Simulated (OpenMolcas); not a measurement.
# Ge: CASSCF and CASPT2 terms and fine-structure levels

Wanted: the level scheme of Ge from active-space wave functions, then second-order correlation under several settings.

Method: state-averaged CASSCF and CASPT2, spin-orbit coupling by RASSI with atomic mean-field integrals. Code: OpenMolcas 26.06.

## (1) The atom as given

| Item | Value |
| --- | --- |
| Species | Ge (germanium, Z = 32, 32 electrons) |
| Basis | ANO-RCC-VDZ [5s4p1d], 22 functions |
| Scalar Hamiltonian | X2C, point nucleus |
| Inactive shells | 1s 2s 2p 3s 3p 3d 4s |
| Active space | 2 electrons in 3 orbitals (4p) |
| Some configurations of this space | 4s2 4p2 |
| Orbitals | optimised for the ground-state spin in each parity, averaged over all roots |

Outer shells as boxes (Hund's rule):

4s2 4p2
```
4s [↑↓]
4p [↑ ][↑ ][  ]
```

The work runs as a chain of OpenMolcas steps in one folder; each step below is one input file. Labels, J, g values, rates, χT and fits are worked out afterwards by a script from the matrices that RASSI stores.

## (2) One- and two-electron integrals

Input file a.inp:

```
&GATEWAY
Coord
1

Ge 0.0 0.0 0.0
Basis=ANO-RCC-VDZ
Group=XYZ
NoMove
AngMom=0.0 0.0 0.0
AMFI
RX2C
&SEWARD
```

The run is started by

```bash
> OMP_NUM_THREADS=1 MOLCAS_MEM=2252 MOLCAS_PROJECT=a pymolcas a.inp > a.log
```

## (3) CASSCF: triplets of even parity, 3 roots

Input file a.inp:

```
&RASSCF
FileOrb=start.orb
Symmetry=1
Spin=3
nActEl=2 0 0
Inactive=9 6
Ras2=0 3
CIRoot=3 3 1
SDav=3
CIMx=300
Iter=120 100
PrWF=0.3
OrbListing=Nothing
MaxOrb=0
Atom
>>> COPY $Project.JobIph JOB001
```

start.orb holds the contracted functions of the basis, ordered by shell, or the orbitals of the step before.

## (4) CASSCF: singlets of even parity, 6 roots

Input file a.inp:

```
&RASSCF
FileOrb=start.orb
Symmetry=1
Spin=1
nActEl=2 0 0
Inactive=9 6
Ras2=0 3
CIRoot=6 6 1
SDav=6
CIMx=300
Iter=120 100
PrWF=0.3
OrbListing=Nothing
MaxOrb=0
Atom
CIOnly
>>> COPY $Project.JobIph JOB002
```

## (5) State interaction with spin-orbit coupling

Input file a.inp:

```
&RASSI
NrOfJobIphs=2 3 6
1 2 3
1 2 3 4 5 6
IphNames
JOB001
JOB002
EJob
SpinOrbit
DIPRint=1.0
SOCoupling=1000.0
Subsets=2
MEES
Property=10
'ANGMOM' 1 'ANGMOM' 2 'ANGMOM' 3 'MLTPL  1' 1 'MLTPL  1' 2 'MLTPL  1' 3
'AMFI' 1 'AMFI' 2 'AMFI' 3 'MLTPL  2' 6
SOProperty=3
'ANGMOM' 1 'ANGMOM' 2 'ANGMOM' 3
```

## (6) CASPT2: IPEA 0.35, imaginary shift 0.2 (closed shells correlated: 3d 4s)

Input file a.inp:

```
>>> COPY JOB001 $Project.JobIph
&CASPT2
Multistate=3 1 2 3
Frozen=3 6
IPEA=0.35
Imaginary=0.2
MaxIter=60
WThr=0.0 0.3 0.05
PrWF=0.5
NoMix
>>> COPY JOB002 $Project.JobIph
&CASPT2
Multistate=6 1 2 3 4 5 6
Frozen=3 6
IPEA=0.35
Imaginary=0.2
MaxIter=60
WThr=0.0 0.3 0.05
PrWF=0.5
NoMix
```

## (7) CASPT2: IPEA 0.1, imaginary shift 0.05 (closed shells correlated: 3d 4s)

Edit a.inp of step 6 so:

```diff
@@ -4,4 +4,4 @@
 Frozen=3 6
-IPEA=0.35
-Imaginary=0.2
+IPEA=0.1
+Imaginary=0.05
 MaxIter=60
@@ -14,4 +14,4 @@
 Frozen=3 6
-IPEA=0.35
-Imaginary=0.2
+IPEA=0.1
+Imaginary=0.05
 MaxIter=60
```

## (8) CASPT2: IPEA 0.35, imaginary shift 0.3 (closed shells correlated: 4s), extended multistate

Input file a.inp:

```
>>> COPY JOB001 $Project.JobIph
&CASPT2
XMultistate=3 1 2 3
Frozen=8 6
IPEA=0.35
Imaginary=0.3
MaxIter=60
WThr=0.0 0.3 0.05
PrWF=0.5
NoMix
>>> COPY JOB002 $Project.JobIph
&CASPT2
XMultistate=6 1 2 3 4 5 6
Frozen=8 6
IPEA=0.35
Imaginary=0.3
MaxIter=60
WThr=0.0 0.3 0.05
PrWF=0.5
NoMix
```

(Steps that only read results are left out.)

**Question.** What will these runs give? Wanted: lowest level; first excited level; lowest level of another term; spin-orbit lowering of the lowest level; strongest of the lines computed, by gA.

As calculated:

| quantity | value |
| --- | --- |
| method | SS-CASPT2, IPEA 0.35, imaginary shift 0.2 (closed shells correlated: 3d 4s) |
| lowest level | 4s2 4p2 3P0, 100 % of that term |
| ground level listed by NIST | 3P0 |
| first excited level | 4s2 4p2 3P1 at 463 cm-1 |
| lowest level of another term | 4s2 4p2 1D2 at 9560 cm-1 |
| spin-orbit lowering of the lowest level | 859 cm-1 |
| strongest of the lines computed, by gA (one parity, so forbidden lines), at CASSCF energies | 4s2 4p2 1S0 → 4s2 4p2 1D2, 753 nm, A = 6.24e+00 s⁻¹ |

Cost and accuracy by method:

| method | time of its own steps | time with the reference | mean absolute difference from the measured levels (cm-1) |
| --- | --- | --- | --- |
| A. CASSCF | 2.1 s | 2.1 s | 2400 |
| B. SS-CASPT2, IPEA 0.35, imaginary shift 0.2, +3d 4s | 0.78 s | 2.9 s | 1300 |
| C. SS-CASPT2, IPEA 0.1, imaginary shift 0.05, +3d 4s | 0.78 s | 2.9 s | 1200 |
| D. XMS-CASPT2, IPEA 0.35, imaginary shift 0.3, +4s | 0.73 s | 2.8 s | 1200 |

Times are of one thread on a shared host.

In words: The multiplet 3P is regular; its intervals divided by the larger J differ by 20 % of their mean, where Landé's rule for pure LS coupling makes them equal. Second-order correlation (method B) scales the levels of the lowest configuration above 5000 cm⁻¹ by 0.82 to 0.98. Method C lies closest to the measured levels (1200 cm⁻¹ on average) and A farthest (2400). Only the configurations of the active space and the roots asked for are present. The singlets rest on orbitals optimised for another spin in at least one step, which raises them against the optimised states. CASPT2 does not keep the components of a term degenerate, and the means are used. With the s shell closed, the highest p terms come out too high. Levels of other configurations are missing from the list.
